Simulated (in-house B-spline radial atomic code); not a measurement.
**Excited states and polarisability of Cd¹²⁺ by several methods**

One table from this session's results is given with a row withheld; the runs are named, their logs left out.

Method: linear response of a closed shell, each method with its own adiabatic kernel; spin-free one-electron X2C, finite nucleus; B-spline basis; no spin-orbit coupling, no double excitations; only terms of natural parity, (−1)^L, with L up to 3 are computed. Code: in-house B-spline radial atomic code version 1.

## The system

| Property | Result |
| --- | --- |
| element | cadmium (Z = 48) |
| charge | +12 |
| configuration | [Ar] 3d10 4s2 4p6 |
| runs | TDHF; PBE; OLYP; exchange-only LDA; BSE on G0W0@HF; HSE06 |

The outer shells:

Cd¹²⁺
```
[Ar] core
3d [↑↓][↑↓][↑↓][↑↓][↑↓]
4s [↑↓]
4p [↑↓][↑↓][↑↓]
```

Set-up of the first run:

Settings, as recorded:

```ini
Z = 48
electrons = 36.0
configuration = [Ar] 3d10 4s2 4p6
hamiltonian = x2c
method = hf
box_radius = 8.48
rms_radius = 4.6087
intervals = 68
```

Launch:

```console
python run_td.py task.json out
```

task.json lists these runs, among others, and the program works through them in turn.

Among the steps run: TDHF.

One of the session's tables, all rows but one given; the rest of the session is left out.

It belongs to the step «TDHF». The states in eV; those that feel the box are left out:

| state | full (eV) | Tamm-Dancoff (eV) |
| --- | --- | --- |
| 4p→4d ³P | 61.565 | 61.731 |
| 4p→4d ³F | 62.768 | 63.331 |
| 4p→4d ¹F | 67.744 | 67.862 |
| 4p→4d ¹P | 81.942 | 84.586 |
| 4s→4d ³D | 112.54 | 112.64 |
| 4s→4d ¹D | 120.45 | 120.66 |
| 4p→5s ³P | 133.13 | 133.16 |
| 4p→5s ¹P | ? | ? |
| 4p→4f ³D | 138.04 | 138.06 |
| 4p→4f ¹D | 143.65 | 143.92 |
| 4p→5p ³S | 147.00 | 147.04 |
| 4p→5p ³D | 149.98 | 150.01 |
| 4p→5p ¹D | 151.05 | 151.08 |
| 4p→5p ¹S | 154.91 | 155.21 |

**Question.** Estimate the row for 4p→5s ¹P.

The run gave: full (eV): 134.54; Tamm-Dancoff (eV): 134.58. In the column «full (eV)» it lies between 4p→5s ³P (133.13) and 4p→4f ³D (138.04).
